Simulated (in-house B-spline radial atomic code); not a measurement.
# Gd⁶²⁺: a helium-like spectrum by configuration interaction

Which levels has Gd⁶²⁺, how pure are their terms, and how much do the corrections beyond plain CI move them?

The numbers are computed with an in-house B-spline radial atomic code, version 1 (configuration interaction of two valence electrons in the frozen-core Dirac-Hartree-Fock potential, then with screened core-valence correlation, Breit and QED (CI+MBPT), no-pair Dirac, B-spline basis), except any that are marked as measured or tabulated.

**1. What is computed**

```
element : gadolinium (Z = 64)
charge  : +62
core    : none (bare nucleus)
nucleus : mass number 158, rms radius 5.157 fm
```

**2. The run, and its levels**

Settings:

```ini
basis_form = 3
Z = 64
core_configuration = 
rms_radius = 5.1569
mass_number = 158
speed_of_light = 137.035999084
box_radius = 1.406
lmax = 6
intervals = 54
virtual_cutoff = 8192.0
```

Command:

```bash
python run_mb.py task.json out
```

task.json holds these settings.

Further steps of the session: Matrix elements and lines.

What does the calculation give? Wanted: ground level; ionisation energy; first excited level; strongest line from the ground level; largest CI block.

The runs gave:

| quantity | value |
| --- | --- |
| ground level | 1s2 1S0 |
| ionisation energy | 57779 eV (plain CI 57957 eV) |
| first excited level | 1s2s 3S1 at 43143.56 eV |
| strongest line from the ground level | 1s2p 1P°1, 0.02811 nm, gf = 0.504 |
| largest CI block | 2746 |
| tabulated theoretical ionisation energy | 57784 eV (NIST Atomic Spectra Database, ionization energies) |

1s2 1S0 lies lowest. Plain CI gives 57957 eV for ionisation, the corrected calculation 57779 eV. The lowest 12 levels have a mean term purity of 0.92, though 3 of them mix. The spin-changing line from 1s2p 3P°1 has a rate of 6.20e+15 1/s, against 1.42e+16 1/s for the strongest allowed line to the ground level; rates also scale with the cube of the energy, so the ratio isn't the spin rule alone. The tabulated theoretical ionisation energy is 57784 eV, so the final value is off by -0.0082 %. With no core the corrections are the Breit and QED terms alone; nuclear recoil is left out.
